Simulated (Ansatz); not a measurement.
This script drives Ansatz 0.2.0, Python API.

Script `run_pipeline.py`:
```python
# -*- coding: utf-8 -*-
"""From the given cell of LuPd to a relaxed cell, its gap and its density of states."""

import warnings

import ansatz
import numpy as np

params = {
    "xc": "r2scan",
    "occupations": "fermi_dirac",
    "width_ev": 0.05,
}


def count_gap(report):
    # lowest empty less highest filled band, counting bands; zero where they overlap
    return max(report.get("gap_by_band_count_ev") or 0.0, 0.0)


def setup_for(crystal, spacing):
    return (
        crystal.calculation()
        .functional(params["xc"])
        .pseudopotentials("paw")
        .basis(20 * ansatz.Ha)
        .occupations(params["occupations"], width=params["width_ev"])
        .kpoints(spacing=spacing)
    )


def main():
    warnings.simplefilter("ignore", ansatz.DeckWarning)

    lattice = ansatz.Lattice.of(
        (3.415, 0.0, 0.0),
        (0.0, 3.415, 0.0),
        (0.0, 0.0, 3.415),
    )
    sites = [
        ("Lu", (0.0, 0.0, 0.0)),
        ("Pd", (0.5, 0.5, 0.5)),
    ]
    crystal = ansatz.Crystal(lattice=lattice)
    for symbol, position in sites:
        crystal = crystal.atom(symbol, position)

    relaxed = setup_for(crystal, 0.3).relax(cell=True, force_tolerance=0.01, max_steps=40).checkpoint(write="relax.run").run(threads=1)
    cell = np.asarray(relaxed.lattice.cell_ang)
    print("relaxed edges (A):", np.linalg.norm(cell, axis=1).round(4), " volume:", round(abs(np.linalg.det(cell)), 3), "A^3")
    for site in relaxed.lattice.sites:
        print(" ", site.symbol, np.round(site.position_frac, 4) + 0.0)

    final = ansatz.Crystal.from_checkpoint("relax.run")
    done = setup_for(final, 0.22).stress().band_table().density_of_states(energy_step=0.05).run(threads=1)
    r = done.report
    dos = done.density_of_states()
    print(f"pressure at the relaxed cell {np.trace(r['stress_gpa']) / 3:.3f} GPa, gap by band count {count_gap(r):.3f} eV")
    if count_gap(r) == 0:
        print("states/eV at the Fermi level:", round(float(np.interp(dos.fermi_ev, dos.energies_ev, dos.spin_summed_g_bin_mean_per_ev)), 3))


if __name__ == "__main__":
    main()
```

It is started by `python run_pipeline.py`. Estimate its wall time and peak memory on 1 thread of Arm Neoverse V1, with other jobs on the host.

It took about 28 s, with a peak of 0.52 GiB, for 2 runs of the engine.

```console
$ python run_pipeline.py
relaxed edges (A): [3.4223 3.4223 3.4223]  volume: 40.084 A^3
  Lu [0. 0. 0.]
  Pd [0.5 0.5 0.5]
pressure at the relaxed cell -0.546 GPa, gap by band count 0.000 eV
states/eV at the Fermi level: 1.251
```

Notes:
- For a metal this k-point mesh is coarse: on a finer one energies can move by several to tens of meV an atom and pressures by half a GPa or more, differences at one mesh by less.
- The zero of the levels is a convention of the potentials, so an absolute Fermi energy is no work function.
- A gap by band count of zero or less means overlapping bands, a metal, and at an odd count of electrons it is no gap at all.
- The starting cell is as deposited in a crystallographic database; the results hold for this polymorph, which needn't be the stable one.
- Gaps and levels are Kohn-Sham values on a finite set of k-points, without spin-orbit coupling.
- Where the second run takes another functional or mesh than the relaxation, its pressure isn't zero; pressure is positive in compression.
- The computed bands are complete only to about 3.7 eV above the Fermi level; beyond that the density of states is undercounted.

(A comment or docstring line of the script was reworded after the run, the code is as it ran; lines on the test bed's own set-up are left out of the output.)
